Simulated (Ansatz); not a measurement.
**C4H11ClSi: a nudged elastic band in two tries**

The task is a band of images between two relaxed ends. SMILES of the start: C[SiH2]CC(C)Cl.

Program: Ansatz 0.2.0. Level of theory: RKS LDA/STO-3G. These are calculated values, not measurements.

## (1) The starting structure

Bond lengths (14 of 16 bonds, heavy atoms first): C1–Si2 1.863 Å, Si2–C3 1.880 Å, C3–C4 1.536 Å, C4–C5 1.538 Å, C4–Cl6 1.858 Å, C1–H7 1.098 Å, C1–H8 1.098 Å, C1–H9 1.098 Å, Si2–H10 1.451 Å, Si2–H11 1.451 Å, C3–H12 1.102 Å, C3–H13 1.102 Å, C4–H14 1.110 Å, C5–H15 1.101 Å. Angles (14 of 30 angles, heavy atoms first): C1–Si2–C3 109.7°, Si2–C3–C4 112.3°, C3–C4–C5 113.8°, C3–C4–Cl6 109.4°, C5–C4–Cl6 108.0°, C1–Si2–H10 110.1°, C1–Si2–H11 110.4°, C3–Si2–H10 109.6°, C3–Si2–H11 108.5°, Si2–C1–H7 111.0°, Si2–C1–H8 111.1°, Si2–C1–H9 110.8°, Si2–C3–H12 109.2°, Si2–C3–H13 110.3°.

As a file:

```xyz
17

C    -1.4414   -2.0250   -1.3284
Si   -0.5754   -1.0991    0.0364
C    -0.0997    0.6179   -0.5632
C     0.3543    1.5302    0.5855
C     1.6446    1.0617    1.2789
Cl    0.6443    3.2460   -0.0658
H    -2.3508   -1.4981   -1.6471
H    -0.7907   -2.1363   -2.2060
H    -1.7328   -3.0301   -0.9950
H     0.6162   -1.8179    0.4475
H    -1.4498   -0.9603    1.1867
H    -0.9670    1.0819   -1.0602
H     0.7093    0.5511   -1.3083
H    -0.4587    1.6546    1.3317
H     2.4606    0.9723    0.5446
H     1.4748    0.0744    1.7414
H     1.9434    1.7761    2.0615
```

## (2) First try

input.yaml reads:

```yaml
crystal:
  periodic: [false, false, false]
  atoms:
    - { symbol: C, position_ang: [-1.441447, -2.025025, -1.328417] }
    - { symbol: Si, position_ang: [-0.575436, -1.099123, 0.036445] }
    - { symbol: C, position_ang: [-0.099684, 0.617879, -0.563208] }
    - { symbol: C, position_ang: [0.354256, 1.530209, 0.585497] }
    - { symbol: C, position_ang: [1.644559, 1.061715, 1.278947] }
    - { symbol: Cl, position_ang: [0.644275, 3.245982, -0.065789] }
    - { symbol: H, position_ang: [-2.350758, -1.498134, -1.647109] }
    - { symbol: H, position_ang: [-0.790703, -2.136325, -2.206023] }
    - { symbol: H, position_ang: [-1.732837, -3.03006, -0.995019] }
    - { symbol: H, position_ang: [0.616179, -1.817944, 0.447522] }
    - { symbol: H, position_ang: [-1.449778, -0.960255, 1.186652] }
    - { symbol: H, position_ang: [-0.967049, 1.081854, -1.060193] }
    - { symbol: H, position_ang: [0.709347, 0.551119, -1.308261] }
    - { symbol: H, position_ang: [-0.458698, 1.654565, 1.331652] }
    - { symbol: H, position_ang: [2.460585, 0.972334, 0.544616] }
    - { symbol: H, position_ang: [1.474843, 0.07441, 1.741352] }
    - { symbol: H, position_ang: [1.943447, 1.776099, 2.061536] }
basis:
  gaussian: { orbitals: STO-3G }
hamiltonian:
  xc: lda
neb:
  order_check: false
  images: 8
  f_tol: 0.05
  max_iterations: 8
  climbing: false
  final_atoms:
    - { symbol: C, position_ang: [-1.41890429, -2.0329575, -1.34167325] }
    - { symbol: Si, position_ang: [-0.51293984, -1.12990069, 0.01246237] }
    - { symbol: C, position_ang: [-0.16980509, 0.6398814, -0.52076429] }
    - { symbol: C, position_ang: [0.31118563, 1.51584986, 0.64525381] }
    - { symbol: C, position_ang: [1.66923171, 1.08655036, 1.22515269] }
    - { symbol: Cl, position_ang: [0.46176815, 3.27751133, 0.074983] }
    - { symbol: H, position_ang: [-0.82374884, -2.06248755, -2.26391467] }
    - { symbol: H, position_ang: [-1.63334016, -3.06846639, -1.04538825] }
    - { symbol: H, position_ang: [-2.37417742, -1.54299943, -1.57194075] }
    - { symbol: H, position_ang: [0.73929874, -1.8010506, 0.30727634] }
    - { symbol: H, position_ang: [-1.31492977, -1.09841962, 1.22175349] }
    - { symbol: H, position_ang: [-1.09182015, 1.07948349, -0.93447527] }
    - { symbol: H, position_ang: [0.58978158, 0.65746672, -1.31871393] }
    - { symbol: H, position_ang: [-0.45441261, 1.5525359, 1.44867861] }
    - { symbol: H, position_ang: [2.43745707, 1.08773264, 0.43597882] }
    - { symbol: H, position_ang: [1.58644107, 0.0663728, 1.63701308] }
  initial_path: idpp
```

Command:

```
$ ansatz run input.yaml --threads 1 --pin off --max-ram 2048MiB --backend cpu --events-out ev --progress --plain --runs-dir out
```

What does the calculation give? Wanted: first try.

As calculated:

```
 quantity                                               value
first try                                             refused
    cause  the second end lists one atom fewer than the first
```

What this shows: The fault in the first input was caught at the input check and cost nothing.
